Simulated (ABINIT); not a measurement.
# Ba2Ca (F-43m) in ABINIT: single point with PBE

Aim: the single point of Ba2Ca with PBE.

Program: ABINIT 10.8.3 (patched build). These are calculated values, not measurements. Logs are shortened: lines on timing, memory, paths and dates and some standing lists are left out, and cuts for length are marked. The log counts tension as positive stress, the text compression.

## (1) The cell of the first run

Symmetry: F-43m, No. 216, cubic system. Conventional cell: a = 7.621 Å, b = 7.621 Å, c = 7.621 Å, α = 90.00°, β = 90.00°, γ = 90.00°. Ba (site symmetry -43m) is surrounded by 4 Ba at 3.30 Å and 4 Ca at 3.30 Å. Ba (site symmetry -43m) is surrounded by 4 Ba at 3.30 Å. Ca (site symmetry -43m) is surrounded by 4 Ba at 3.30 Å.

The cell was built by a generator and needn't be a form met in nature.

## (2) Single point, PBE (cell squeezed)

The input, run.abi:

```
# Pseudopotentials
pp_dirpath "./"
pseudos "56_Ba_10_2.8_2.8_pbe_n_v1.0.psp8, 20_Ca_10_2.3_2.7_pbe_n_v1.0.psp8"

# Structure
acell 3*1.0 Angstrom
rprim
     0.0000000000     3.8106199690     3.8106199690
     3.8106199690     0.0000000000     3.8106199690
     3.8106199690     3.8106199690     0.0000000000
ntypat 2
znucl 56 20
natom 3
typat 1 1 2
xred
     0.2500000000     0.2500000000     0.2500000000
     0.0000000000     0.0000000000     0.0000000000
     0.5000000000     0.5000000000     0.5000000000
chkprim 0
chksymtnons 0
tolsym 1.0e-6

# Plane-wave basis
ecut 489.804952 eV

# k points
kptopt 1
ngkpt 4 4 4
nshiftk 1
shiftk 0.0 0.0 0.0

# Exchange and correlation
ixc 11

# Bands and occupations
nband 19
occopt 3
tsmear 0.00183747

# SCF cycle
nstep 100
tolvrs 1.0e-10

# Output
iomode 3
prtwf 0
prteig 0
prtebands 0
prtvol 2
prtden 1
prtvha 1
prtvclmb 1
prtpot 1
prtelf 1
```

Potentials or basis: SPMS NC PBE v1.0.

Started as:

```
abinit run.abi > log 2>&1
```

run.abo:

```text
.Version 10.8.3 of ABINIT
 Symmetries : space group F-4 3 m (#216); Bravais cF (face-center cubic)
================================================================================
 Values of the parameters that define the memory need of the present run
     intxc =       0    ionmov =       0      iscf =       7    lmnmax =       8
     lnmax =       8     mgfft =      40  mpssoang =       4    mqgrid =    3001
     natom =       3  nloc_mem =       1    nspden =       1   nspinor =       1
    nsppol =       1      nsym =      24    n1xccc =    2501    ntypat =       2
    occopt =       3   xclevel =       2
       mpw =        2720          nfft =       64000          nkpt =           8
================================================================================
================================================================================

--------------------------------------------------------------------------------
------------- Echo of variables that govern the present computation ------------
--------------------------------------------------------------------------------
 -outvars: echo values of preprocessed input variables --------
            acell      1.8897261259E+00  1.8897261259E+00  1.8897261259E+00 Bohr
              amu      1.37327000E+02  4.00780000E+01
          chkprim           0
      chksymtnons           0
             ecut      1.80000000E+01 Hartree
              ixc          11
         kptrlatt        4    0    0      0    4    0      0    0    4
          kptrlen      4.07351665E+01
            natom           3
            nband          19
            ngfft          40      40      40
             nkpt           8
            nstep         100
             nsym          24
           ntypat           2
           occopt           3
        prtebands           0
           prteig           0
           prtelf           1
           prtpot           1
         prtvclmb           1
           prtvha           1
           prtvol           2
            prtwf           0
            rprim      0.0000000000E+00  3.8106199690E+00  3.8106199690E+00
                       3.8106199690E+00  0.0000000000E+00  3.8106199690E+00
                       3.8106199690E+00  3.8106199690E+00  0.0000000000E+00
          spgroup         216
           tolsym      1.00000000E-06
           tolvrs      1.00000000E-10
           tsmear      1.83747000E-03 Hartree
            typat      1  1  2
           xangst      1.9053099845E+00  1.9053099845E+00  1.9053099845E+00
                       0.0000000000E+00  0.0000000000E+00  0.0000000000E+00
                       3.8106199690E+00  3.8106199690E+00  3.8106199690E+00
            xcart      3.6005140557E+00  3.6005140557E+00  3.6005140557E+00
                       0.0000000000E+00  0.0000000000E+00  0.0000000000E+00
                       7.2010281113E+00  7.2010281113E+00  7.2010281113E+00
             xred      2.5000000000E-01  2.5000000000E-01  2.5000000000E-01
                       0.0000000000E+00  0.0000000000E+00  0.0000000000E+00
                       5.0000000000E-01  5.0000000000E-01  5.0000000000E-01
            znucl       56.00000   20.00000

================================================================================

 chkinp: Checking input parameters for consistency.

================================================================================
== DATASET  1 ==================================================================

--- !DatasetInfo
iteration_state: {dtset: 1, }
dimensions: {natom: 3, nkpt: 8, mband: 19, nsppol: 1, nspinor: 1, nspden: 1, mpw: 2720, }
cutoff_energies: {ecut:  18.0, pawecutdg:  -1.0, }
electrons: {nelect:   3.00000000E+01, charge:   0.00000000E+00, occopt:   3.00000000E+00, tsmear:   1.83747000E-03, }
meta: {optdriver: 0, ionmov: 0, optcell: 0, iscf: 7, paral_kgb: 0, }
...

 Exchange-correlation functional for the present dataset will be:
  GGA: Perdew-Burke-Ernzerhof functional - ixc=11
  J.P.Perdew, K.Burke, M.Ernzerhof, PRL 77, 3865 (1996)

 Real(R)+Recip(G) space primitive vectors, cartesian coordinates (Bohr,Bohr^-1):
 R(1)=  0.0000000  7.2010281  7.2010281  G(1)= -0.0694345  0.0694345  0.0694345
 R(2)=  7.2010281  0.0000000  7.2010281  G(2)=  0.0694345 -0.0694345  0.0694345
[... 126 lines left out ...]
  1.87E-12 1.51E-10 2.15E-06
  -0.2500  0.2500  0.0000    1  1.07752E-06 kpt; spin; max resid(k); each band:
  8.49E-18 5.74E-16 5.72E-16 1.42E-17 1.60E-17 1.70E-17 6.90E-16 6.69E-16
  6.45E-16 6.15E-16 6.46E-16 6.71E-16 4.34E-16 9.79E-16 8.91E-16 1.67E-15
  1.71E-12 1.73E-11 1.08E-06
   0.5000  0.5000  0.0000    1  1.79512E-12 kpt; spin; max resid(k); each band:
  8.06E-18 4.88E-17 2.58E-17 1.50E-17 1.50E-17 2.15E-17 6.82E-16 6.83E-16
  1.23E-16 3.37E-17 6.66E-16 6.67E-16 1.85E-16 8.24E-17 6.35E-14 1.03E-13
  1.01E-12 7.95E-13 1.80E-12
  -0.2500  0.5000  0.2500    1  1.80973E-08 kpt; spin; max resid(k); each band:
  7.51E-18 5.14E-17 2.73E-17 1.60E-17 1.44E-17 2.09E-17 6.85E-16 6.86E-16
  7.26E-17 3.50E-17 6.69E-16 6.59E-16 2.47E-16 1.76E-16 2.53E-14 9.96E-13
  2.13E-10 1.81E-08 6.32E-09
 reduced coordinates (array xred) for    3 atoms
       0.250000000000      0.250000000000      0.250000000000
       0.000000000000      0.000000000000      0.000000000000
       0.500000000000      0.500000000000      0.500000000000
 rms dE/dt=  9.9494E-27; max dE/dt=  1.7233E-26; dE/dt below (all hartree)
    1      -0.000000000000     -0.000000000000      0.000000000000
    2       0.000000000000      0.000000000000      0.000000000000
    3       0.000000000000      0.000000000000      0.000000000000

 cartesian coordinates (angstrom) at end:
    1      1.90530998450000     1.90530998450000     1.90530998450000
    2      0.00000000000000     0.00000000000000     0.00000000000000
    3      3.81061996900000     3.81061996900000     3.81061996900000

 cartesian forces (hartree/bohr) at end:
    1     -0.00000000000000    -0.00000000000000     0.00000000000000
    2      0.00000000000000     0.00000000000000    -0.00000000000000
    3      0.00000000000000     0.00000000000000    -0.00000000000000
 frms,max,avg= 1.0801002E-27 2.3931207E-27   0.000E+00  0.000E+00  0.000E+00 h/b

 cartesian forces (eV/Angstrom) at end:
    1     -0.00000000000000    -0.00000000000000     0.00000000000000
    2      0.00000000000000     0.00000000000000    -0.00000000000000
    3      0.00000000000000     0.00000000000000    -0.00000000000000
 frms,max,avg= 5.5540988E-26 1.2305921E-25   0.000E+00  0.000E+00  0.000E+00 e/A
 length scales=  1.889726125908  1.889726125908  1.889726125908 bohr
              =  1.000000000000  1.000000000000  1.000000000000 angstroms
 Fermi (or HOMO) energy (hartree) =   0.23286   Average Vxc (hartree)=  -0.33233
 Eigenvalues (hartree) for nkpt=   8  k points:
 kpt#   1, nband= 19, wtk=  0.01563, kpt=  0.0000  0.0000  0.0000 (reduced coord)
  -1.30093   -0.82723   -0.79725   -0.60475   -0.60475   -0.60475   -0.29782   -0.29782
  -0.29782   -0.25138   -0.25138   -0.25138    0.12737    0.20074    0.20074    0.27489
   0.27489    0.27489    0.29077
      occupation numbers for kpt#   1
   2.00000    2.00000    2.00000    2.00000    2.00000    2.00000    2.00000    2.00000
   2.00000    2.00000    2.00000    2.00000    2.00000    2.00000    2.00000    0.00000
   0.00000    0.00000    0.00000
 kpt#   2, nband= 19, wtk=  0.12500, kpt=  0.2500  0.0000  0.0000 (reduced coord)
  -1.30092   -0.82485   -0.80013   -0.60479   -0.60479   -0.60459   -0.30096   -0.30096
  -0.29878   -0.24981   -0.24732   -0.24732    0.15543    0.20857    0.20857    0.25295
   0.26852    0.27004    0.27004
      occupation numbers for kpt#   2
   2.00000    2.00000    2.00000    2.00000    2.00000    2.00000    2.00000    2.00000
   2.00000    2.00000    2.00000    2.00000    2.00000    2.00000    2.00000    0.00004
   0.00000    0.00000    0.00000
 kpt#   3, nband= 19, wtk=  0.06250, kpt=  0.5000  0.0000  0.0000 (reduced coord)
[... 32 lines left out ...]
  -1.30091   -0.81855   -0.80724   -0.60496   -0.60496   -0.60427   -0.30910   -0.30910
  -0.28189   -0.26849   -0.23541   -0.23541    0.18088    0.18427    0.24915    0.25404
   0.26233    0.26233    0.27310
      occupation numbers for kpt#   7
   2.00000    2.00000    2.00000    2.00000    2.00000    2.00000    2.00000    2.00000
   2.00000    2.00000    2.00000    2.00000    2.00000    2.00000    0.00028    0.00002
   0.00000    0.00000    0.00000
 kpt#   8, nband= 19, wtk=  0.09375, kpt= -0.2500  0.5000  0.2500 (reduced coord)
  -1.30091   -0.81855   -0.80725   -0.60501   -0.60488   -0.60422   -0.31087   -0.30942
  -0.27980   -0.26749   -0.23613   -0.23589    0.18250    0.19087    0.23024    0.25322
   0.27223    0.27533    0.27957
      occupation numbers for kpt#   8
   2.00000    2.00000    2.00000    2.00000    2.00000    2.00000    2.00000    2.00000
   2.00000    2.00000    2.00000    2.00000    2.00000    2.00000    1.61339    0.00003
   0.00000    0.00000    0.00000
 Total charge density [el/Bohr^3]
)     Maximum=    7.2949E-01  at reduced coord.    0.4750    0.5000    0.5750
)Next maximum=    7.2949E-01  at reduced coord.    0.4500    0.5000    0.5750
)     Minimum=    3.9537E-03  at reduced coord.    0.7500    0.7500    0.7500
)Next minimum=    3.9792E-03  at reduced coord.    0.7500    0.7500    0.7250
   Integrated=    3.0000E+01

--- !EnergyTerms
iteration_state     : {dtset: 1, }
comment             : Components of total free energy in Hartree
kinetic             :  2.54078114671035E+01
hartree             :  1.72164730107493E+01
xc                  : -2.07865211283447E+01
Ewald energy        : -6.64550796644014E+01
psp_core            :  3.09422084774568E+00
local_psp           : -6.10458941057985E+01
non_local_psp       :  7.36003857594245E+00
internal            : -9.52089509970037E+01
'-kT*entropy'       : -1.78049086969019E-03
total_energy        : -9.52107314878734E+01
total_energy_eV     : -2.59081598927891E+03
band_energy         : -1.15609078546963E+01
...

 Cartesian components of stress tensor (hartree/bohr^3)
  sigma(1 1)= -2.52066134E-04  sigma(3 2)=  0.00000000E+00
  sigma(2 2)= -2.52066134E-04  sigma(3 1)=  0.00000000E+00
  sigma(3 3)= -2.52066134E-04  sigma(2 1)=  0.00000000E+00

-Cartesian components of stress tensor (GPa)         [Pressure=  7.4160E+00 GPa]
- sigma(1 1)= -7.41604170E+00  sigma(3 2)=  0.00000000E+00
- sigma(2 2)= -7.41604170E+00  sigma(3 1)=  0.00000000E+00
- sigma(3 3)= -7.41604170E+00  sigma(2 1)=  0.00000000E+00

== END DATASET(S) ==============================================================
================================================================================

 -outvars: echo values of variables after computation  --------
            acell      1.8897261259E+00  1.8897261259E+00  1.8897261259E+00 Bohr
           etotal     -9.5210731488E+01
            fcart     -7.9770689971E-28 -7.9770689971E-28  2.3931206991E-27
                       3.9885344985E-28  3.9885344985E-28 -1.1965603496E-27
                       3.9885344985E-28  3.9885344985E-28 -1.1965603496E-27
            rprim      0.0000000000E+00  3.8106199690E+00  3.8106199690E+00
                       3.8106199690E+00  0.0000000000E+00  3.8106199690E+00
                       3.8106199690E+00  3.8106199690E+00  0.0000000000E+00
           strten     -2.5206613406E-04 -2.5206613406E-04 -2.5206613406E-04
                       0.0000000000E+00  0.0000000000E+00  0.0000000000E+00
           xangst      1.9053099845E+00  1.9053099845E+00  1.9053099845E+00
                       0.0000000000E+00  0.0000000000E+00  0.0000000000E+00
                       3.8106199690E+00  3.8106199690E+00  3.8106199690E+00
             xred      2.5000000000E-01  2.5000000000E-01  2.5000000000E-01
                       0.0000000000E+00  0.0000000000E+00  0.0000000000E+00
                       5.0000000000E-01  5.0000000000E-01  5.0000000000E-01
 Calculation completed.
```

It took 17 s on 1 thread of Arm Neoverse V1, shared host; peak memory 0.06 GiB.

What came out:

```
Free energy                                           : -2590.8160 eV
Pressure                                              : 7.4 GPa
Band gap on the k mesh                                : none (metal or under the smearing width)
Valence electrons inside the program's atomic spheres : Ba 5.33, 5.32; Ca 7.65
```

Levels at points of the mesh, in eV from the Fermi level:
```csv
k point,band 13,band 14,band 15,band 16,band 17,band 18
"(0.00, 0.00, 0.00)",-2.87,-0.87,-0.87,1.14,1.14,1.14
"(0.50, 0.00, 0.00)",-0.89,-0.57,-0.21,-0.21,0.61,0.61
"(0.50, 0.50, 0.00)",-1.41,-1.32,0.44,0.58,0.80,0.80
```

Spin-orbit coupling is left out, which matters for the levels of Ba.
